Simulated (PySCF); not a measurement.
# CeFS (Ce(S)(F)): the cost of one run

The runs use PySCF 2.14.0; several levels, as the steps say, no spin–orbit coupling.

1 further run of the same task is left out (for a known fault of the program).

## Step 1: The system as given

3 atoms, charge 0, spin multiplicity 1.

Bond lengths: Ce1–S2 2.413 Å, Ce1–F3 2.098 Å. Angles: S2–Ce1–F3 110.1°.

Coordinates:

```mol
CeFS
  3D, bonds by distance, orders not assigned

  3  2  0  0  0  0  0  0  0  0999 V2000
   -0.1998    0.0000   -0.4861 Ce  0  0
    1.8096    0.0000    0.8499 S   0  0
   -1.8905    0.0000    0.7561 F   0  0
  1  2  8  0
  1  3  8  0
M  END
```

Formal oxidation states: Ce +3. Each metal's 1 4f electrons lie in its core potential, so multiplicities, spins and levels count the valence alone. An earlier session relaxed this geometry at PBE0, Ce lcecp-1-SVP with ECP47, S def2-SVP, F def2-SVP (singlet, point group Cs).

At PBE0 on the finer grid: E = -529.945739 Eh, HOMO -5.82 eV, LUMO -2.33 eV, Mulliken charge on Ce1 +0.85 e, largest force component 0.006 eV/Å. 

Levels to run: B3LYP; wB97X; PBE0, TZVP. Hardware: 2 threads of Arm Neoverse V2, shared host.

## Step 2: B3LYP

Contents of run.py (the lines that set the calculation):

```python
mol = gto.M(atom='''
Ce    -0.19979     0.00000    -0.48606
S      1.80958     0.00000     0.84990
F     -1.89047     0.00000     0.75608''',
    basis={'Ce': 'lcecp-1-SVP', 'S': 'def2-SVP', 'F': 'def2-SVP'},
    ecp={'Ce': 'lcecp-1-SVP'},
    charge=0, spin=0)
mf = dft.RKS(mol, xc='B3LYP')
mf.grids.atom_grid = (75, 302)  # f atoms: unpruned, at least (60, 302)
mf = mf.density_fit()  # fitting sets: Ce AutoAux, S def2-universal-JKFIT, F def2-universal-JKFIT
mf.conv_tol = 1e-08; mf.max_cycle = 55
mf.kernel(dm0)  # dm0: the density of the relaxed state
```

Command:

```console
OMP_NUM_THREADS=2 python run.py
```

**Question.** How long does this run take on 2 threads of Arm Neoverse V2, shared host?

About 1.5 s.
